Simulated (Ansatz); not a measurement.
# One shape, several levels: BSiH4O2F (SMILES O[SiH2]B(O)F)

Wanted: a comparison of 6 runs (HF/STO-3G, HF/3-21G, HF/def2-SVP, revPBE/def2-SVP, wB97M-V/def2-SVP, RPA@PBE/def2-SVP) of BSiH4O2F. 

The calculation is run with Ansatz 0.2.0.

127 further runs of the same task are left out: 127 set aside as unsound or not needed. Runs told in other sessions of the task aren't counted.

**1. The molecule**

The species is BSiH4O2F (9 atoms), meant as a singlet with charge 0. SMILES: `O[SiH2]B(O)F`. The Si2–B3 distance was set to 3.053 Å, away from the relaxed value. At this shape a bond of the SMILES string is far longer than usual.

Bond lengths: O1–Si2 1.653 Å, B3–O4 1.347 Å, B3–F5 1.342 Å, O1–H6 0.958 Å, Si2–H7 1.484 Å, Si2–H8 1.493 Å, O4–H9 0.965 Å. Angles: O4–B3–F5 118.7°, O1–Si2–H7 106.4°, O1–Si2–H8 111.4°, Si2–O1–H6 117.1°, B3–O4–H9 113.7°, H7–Si2–H8 107.8°. A long bond or contact: Si2–B3 3.053 Å.

**2. The energy at HF/STO-3G (run 1)**

File in.yaml:

```yaml
basis:
  gaussian:
    orbitals: STO-3G
crystal:
  periodic: [false, false, false]
  atoms:
    - {symbol: O, position_ang: [1.922059, 0.333196, 2.288557]}
    - {symbol: Si, position_ang: [1.607159, -0.756704, 1.085757]}
    - {symbol: B, position_ang: [-0.701500, 0.194000, -0.670900]}
    - {symbol: O, position_ang: [-0.968000, -0.381600, -1.859000]}
    - {symbol: F, position_ang: [-1.488500, 1.196900, -0.250400]}
    - {symbol: H, position_ang: [1.170559, 0.781196, 2.678457]}
    - {symbol: H, position_ang: [2.862859, -0.896704, 0.307457]}
    - {symbol: H, position_ang: [1.262859, -2.098504, 1.641857]}
    - {symbol: H, position_ang: [-1.731300, -0.002600, -2.311100]}
hamiltonian:
  xc: hf
accuracy: high
output: {orbitals: {seedname: orbitals}}
```

Launch:

```bash
$ ansatz run in.yaml --threads 1 --pin off --max-ram 3480MiB --events-out events.jsonl --progress --plain --runs-dir runs
```

Log:

```text
Warning: RAYON_NUM_THREADS=1 ignored (pool sized by the plan → 1); use --threads N
Functional definition: HF
  name "HF"
  exchange = exact_x
  correlation = 0
624 factors; integrals over basis functions are off by at most 3.0e-8 eV
mean field evaluation 1: about -15179.2573 eV, gradient 3.0e1 eV
mean field evaluation 2: about -15179.3671 eV, gradient 3.0e1 eV
mean field evaluation 4: about -15182.8078 eV, gradient 2.1e0 eV
mean field evaluation 8: about -15182.8293 eV, gradient 4.7e-2 eV
mean field -15182.82927768 eV, -557.9586846632 hartree, gradient 1.7e-8 eV, S^2 0.000000; 0 other end points of the search recorded, 0 dependent functions left out
reference -15182.82927768 eV, -557.9586846632 hartree; 24, 24 occupied and 9, 9 virtual orbitals, 624 factors
Total energy: -15182.82927768 eV, -557.9586846632 hartree
```

It took 0.3 s on 1 thread of Arm Neoverse V2, shared host.

**3. A single-point energy at HF/3-21G (run 2)**

Edit in.yaml of step 2 so:

```diff
@@ -1,4 +1 @@
-basis:
-  gaussian:
-    orbitals: STO-3G
 crystal:
@@ -15,2 +12,5 @@
     - {symbol: H, position_ang: [-1.731300, -0.002600, -2.311100]}
+basis:
+  gaussian:
+    orbitals: 3-21G.json
 hamiltonian:
```

The basis set 3-21G is read from a file made from the Basis Set Exchange's data (not shown).

Launch:

```bash
$ ansatz run in.yaml --threads 1 --pin off --max-ram 3480MiB --events-out events.jsonl --progress --plain --runs-dir runs
```

Log:

```text
Warning: RAYON_NUM_THREADS=1 ignored (pool sized by the plan → 1); use --threads N
[... 4 set-up lines as earlier in the session ...]
1235 factors; integrals over basis functions are off by at most 1.9e-8 eV
mean field evaluation 1: about -15291.8493 eV, gradient 4.3e1 eV
mean field evaluation 2: about -15292.1623 eV, gradient 4.4e1 eV
mean field evaluation 4: about -15295.8402 eV, gradient 2.5e0 eV
mean field evaluation 8: about -15295.8887 eV, gradient 2.5e-1 eV
mean field evaluation 16: about -15295.8890 eV, gradient 9.3e-9 eV
mean field -15295.88895279 eV, -562.1135510892 hartree, gradient 3.4e-8 eV, S^2 0.000000; 0 other end points of the search recorded, 0 dependent functions left out
reference -15295.88895279 eV, -562.1135510892 hartree; 24, 24 occupied and 33, 33 virtual orbitals, 1235 factors
Total energy: -15295.88895279 eV, -562.1135510892 hartree
```

Run time: 0.75 s. Hardware: 1 thread of Arm Neoverse V2, shared host; peak memory 0.12 GiB.

**4. The energy at HF/def2-SVP (run 3)**

Edit in.yaml of step 3 so:

```diff
@@ -14,3 +14,3 @@
   gaussian:
-    orbitals: 3-21G.json
+    orbitals: def2-SVP
 hamiltonian:
```

Launch:

```bash
$ ansatz run in.yaml --threads 1 --pin off --max-ram 3480MiB --events-out events.jsonl --progress --plain --runs-dir runs
```

Log:

```text
Warning: RAYON_NUM_THREADS=1 ignored (pool sized by the plan → 1); use --threads N
[... 4 set-up lines as earlier in the session ...]
2025 factors; integrals over basis functions are off by at most 7.0e-9 eV
mean field evaluation 1: about -15365.9011 eV, gradient 4.6e1 eV
mean field evaluation 2: about -15365.9896 eV, gradient 4.7e1 eV
mean field evaluation 4: about -15370.3976 eV, gradient 3.3e0 eV
mean field evaluation 8: about -15370.4517 eV, gradient 2.8e-1 eV
mean field evaluation 16: about -15370.4519 eV, gradient 2.3e-8 eV
mean field -15370.45192792 eV, -564.8536898845 hartree, gradient 2.3e-8 eV, S^2 0.000000; 0 other end points of the search recorded, 0 dependent functions left out
reference -15370.45192792 eV, -564.8536898845 hartree; 24, 24 occupied and 70, 70 virtual orbitals, 2025 factors
Total energy: -15370.45192792 eV, -564.8536898845 hartree
```

Run time: 2.8 s. Hardware: 1 thread of Arm Neoverse V2, shared host; peak memory 0.25 GiB.

Runs 4 to 5 aren't shown in full; the table further down has their settings and results.

**5. A single-point energy at RPA@PBE/def2-SVP (run 6)**

Edit in.yaml of step 4 so:

```diff
@@ -16,4 +16,6 @@
 hamiltonian:
-  xc: hf
+  xc: {name: PBE}
+correlation:
+  method: rpa
+  frozen_orbitals: {B: 1, F: 1, H: 0, O: 1, Si: 5}
 accuracy: high
-output: {orbitals: {seedname: orbitals}}
```

Launch:

```bash
$ ansatz run in.yaml --threads 1 --pin off --max-ram 3480MiB --events-out events.jsonl --progress --plain --runs-dir runs
```

Log:

```text
Warning: RAYON_NUM_THREADS=1 ignored (pool sized by the plan → 1); use --threads N
Functional definition: PBE
  name "PBE"
  parameter kappa = 0.804
  parameter beta = 0.06672455060314922
  exchange = pbe_x(kappa = kappa, mu = beta*pi^2/3)
  correlation = pbe_c(beta = beta)
2025 factors; integrals over basis functions are off by at most 7.0e-9 eV
mean field evaluation 1: about -15401.5709 eV, gradient 7.4e1 eV
mean field evaluation 2: about -15401.5608 eV, gradient 7.4e1 eV
mean field evaluation 4: about -15407.7627 eV, gradient 3.3e1 eV
mean field evaluation 8: about -15411.0808 eV, gradient 6.6e-1 eV
mean field evaluation 16: about -15411.0790 eV, gradient 6.6e-4 eV
mean field -15411.07902006 eV, -566.3467079828 hartree, gradient 3.4e-8 eV, S^2 0.000000; 0 other end points of the search recorded, 0 dependent functions left out
9 core orbitals not correlated: weight in the atoms' cores, before any rotation towards them, 1.000 or more for the frozen orbitals, at most 0.000 for the correlated occupied ones
reference -15368.99084938 eV, -564.7999962387 hartree; 15, 15 occupied and 70, 70 virtual orbitals, 2025 factors
Total energy: -15400.49705509 eV, -565.9578279429 hartree
```

It took 13 s on 1 thread of Arm Neoverse V2, shared host; peak memory 0.35 GiB.

**6. The series**

```csv
run,level,frozen core orbitals,energy (Eh),HOMO energy (eV),LUMO energy (eV),HOMO–LUMO gap (eV),wall time
1,HF/STO-3G,–,-557.958685,-4.97,5.04,10.01,0.3 s
2,HF/3-21G,–,-562.113551,-8.70,2.01,10.72,0.75 s
3,HF/def2-SVP,–,-564.853690,-8.79,2.12,10.90,2.8 s
4,revPBE/def2-SVP,–,-566.641599,-5.38,-1.94,3.44,6.9 s
5,wB97M-V/def2-SVP,–,-566.677482,-8.32,0.54,8.86,84 s
6,RPA@PBE/def2-SVP,9,-565.957828,–,–,–,13 s
```

**7. What came out**

| quantity | value |
| --- | --- |
| run 6: total energy | -565.95783 Eh |
| run 6: RPA correlation energy (valence) | -1157.8 mEh |

**Reading.** Over runs 1, 2, 3, 4, 5 the HOMO–LUMO gap runs from 3.44 eV (revPBE/def2-SVP) to 10.90 eV (HF/def2-SVP). Exact exchange widens orbital gaps. Totals of different functionals can't be ranked against each other. In run 1 the basis is minimal, so the values are rough. In runs 1, 2, 3, 4, 5 a closed-shell determinant meets a far-stretched bond; if it breaks into open shells, such a determinant describes it badly, and no broken-symmetry solution was shown. All runs together took 1.8 min, the longest 84 s.
